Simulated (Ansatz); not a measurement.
# C2H6GeS: how energies converge with the basis set

How large a basis does C2H6GeS need? Two functionals are run in growing sets.

The runs use Ansatz 0.2.0, Gaussian basis; one geometry, several basis sets.

Levels to be run: PBE0-D4/def2-SVP; ωB97M-V/def2-SVP; PBE0-D4/def2-QZVPP; ωB97M-V/def2-QZVPP; the functionals' def2-TZVPP values are taken from earlier runs.

## 1. The geometry

The geometry comes from an earlier relaxation with PBE0-D4 in a triple-zeta def2 set; it is a stationary point, not always the lowest conformer.

SMILES `C=C[S][GeH3]`, 10 atoms, charge 0, spin multiplicity 1.

Atoms are counted from 1 here; the program's logs count them from 0.

Bond lengths: C1–C2 1.327 Å, C1–H5 1.084 Å, C1–H6 1.084 Å, C2–S3 1.758 Å, C2–H7 1.087 Å, S3–Ge4 2.222 Å, Ge4–H8 1.533 Å, Ge4–H9 1.537 Å, Ge4–H10 1.538 Å. Angles: C2–C1–H5 121.9°, C2–C1–H6 120.3°, H5–C1–H6 117.8°, C1–C2–S3 123.0°, C1–C2–H7 120.7°, S3–C2–H7 116.2°, C2–S3–Ge4 99.4°, S3–Ge4–H8 106.0°, S3–Ge4–H9 110.7°, S3–Ge4–H10 108.4°, H8–Ge4–H9 110.8°, H8–Ge4–H10 111.2°, H9–Ge4–H10 109.7°.

## 2. PBE0-D4 in def2-SVP

Contents of in.yaml:

```yaml
crystal:
  periodic: [false, false, false]
  atoms:
    - {symbol: C, position_ang: [-1.133200, 1.877628, 0.436415]}
    - {symbol: C, position_ang: [-0.170272, 1.028951, 0.101087]}
    - {symbol: S, position_ang: [-0.309131, -0.093334, -1.245326]}
    - {symbol: Ge, position_ang: [0.805680, -1.817596, -0.395307]}
    - {symbol: H, position_ang: [-2.094929, 1.879573, -0.063384]}
    - {symbol: H, position_ang: [-0.970709, 2.607069, 1.221216]}
    - {symbol: H, position_ang: [0.787002, 1.045023, 0.615242]}
    - {symbol: H, position_ang: [1.021167, -2.794040, -1.557254]}
    - {symbol: H, position_ang: [0.001610, -2.480981, 0.733896]}
    - {symbol: H, position_ang: [2.146082, -1.303494, 0.156316]}
basis:
  gaussian: {orbitals: def2-SVP}
hamiltonian: {xc: pbe0, dispersion: d4}
output: {orbitals: {seedname: orbitals}}
```

Started as:

```sh
ansatz run in.yaml --threads 4 --pin off --events-out ev --progress --plain --max-ram 10444MiB
```

The runs that follow: ωB97M-V in def2-SVP; PBE0-D4 in def2-QZVPP; ωB97M-V in def2-QZVPP.

Before running them: what should the planned runs give, taken together? Wanted: PBE0-D4: double and triple zeta above quadruple; ωB97M-V: double and triple zeta above quadruple.

The runs gave:

```
                                       quantity           value
PBE0-D4: double and triple zeta above quadruple  14.97, 1.67 eV
ωB97M-V: double and triple zeta above quadruple  15.02, 1.63 eV
```

**Reading.** PBE0-D4 gains 13.30 eV from double to triple zeta, then 1.67 eV more. These are total energies; as a rule much of such shifts cancels in differences, which this series doesn't test. The LUMO of ωB97M-V is positive and keeps falling with the basis (2.01 to 1.32 eV): an unbound level that the basis holds in place.
